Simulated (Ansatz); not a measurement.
# ScPd: the cost of one run

Method: DFT PBEsol, scalar-relativistic, in Ansatz 0.2.0.

## 1. The starting structure

The structure is cubic, space group Pm-3m (No. 221). Conventional cell: a = 3.283 Å, b = 3.283 Å, c = 3.283 Å, α = 90.00°, β = 90.00°, γ = 90.00°. Sc (site symmetry m-3m) is surrounded by 8 Pd at 2.84 Å. Pd (site symmetry m-3m) is surrounded by 8 Sc at 2.84 Å.

Structure file:

```
CELL_PARAMETERS angstrom
3.28300 0.00000 0.00000
0.00000 3.28300 0.00000
0.00000 0.00000 3.28300
ATOMIC_POSITIONS crystal
Sc 0.50000 0.50000 0.50000
Pd 0.00000 0.00000 0.00000
```

The cell is a deposited one (Crystallography Open Database entry 1523179); the temperature and pressure of the measurement aren't taken into account, and nothing was relaxed.

Atoms are numbered in the order of the input: Sc1, Pd2.

## 2. Volume × 0.94, LAPW

The input, input.yaml:

```yaml
crystal:
  lattice:
    - [3.2159811949, 0.0, 0.0]
    - [0.0, 3.2159811949, 0.0]
    - [0.0, 0.0, 3.2159811949]
  atoms:
    - { symbol: Sc, position: [0.5, 0.5, 0.5] }
    - { symbol: Pd, position: [0.0, 0.0, 0.0] }
kpoints:
  mp_grid: { grid: [12, 12, 12] }
  band_path:
    path:
      - [0.0, 0.0, 0.0]
      - [0.0, 0.5, 0.0]
      - [0.5, 0.5, 0.0]
      - [0.0, 0.0, 0.0]
      - [0.5, 0.5, 0.5]
      - [0.0, 0.5, 0.0]
      - [0.5, 0.5, 0.5]
      - [0.5, 0.5, 0.0]
    npoints: 5
scf:
  occupations: { method: fermi_dirac, width: 0.05 }
hamiltonian:
  xc: pbesol
  pseudopotentials: { kind: all_electron, lapw: { basis_error: 0.00025 } }
output:
  forces: true
  stress: true
  eigenvalues: true
```

Launch:

```bash
> ansatz run input.yaml --threads 1 --pin off --max-ram 3072MiB --backend cpu --events-out ev --progress --plain --runs-dir out
```

**Question.** How long does this run take on 1 thread of Intel Xeon 6975P-C (Granite Rapids), shared host, and how much memory does it need?

About 17 s, with a peak of 0.53 GiB.
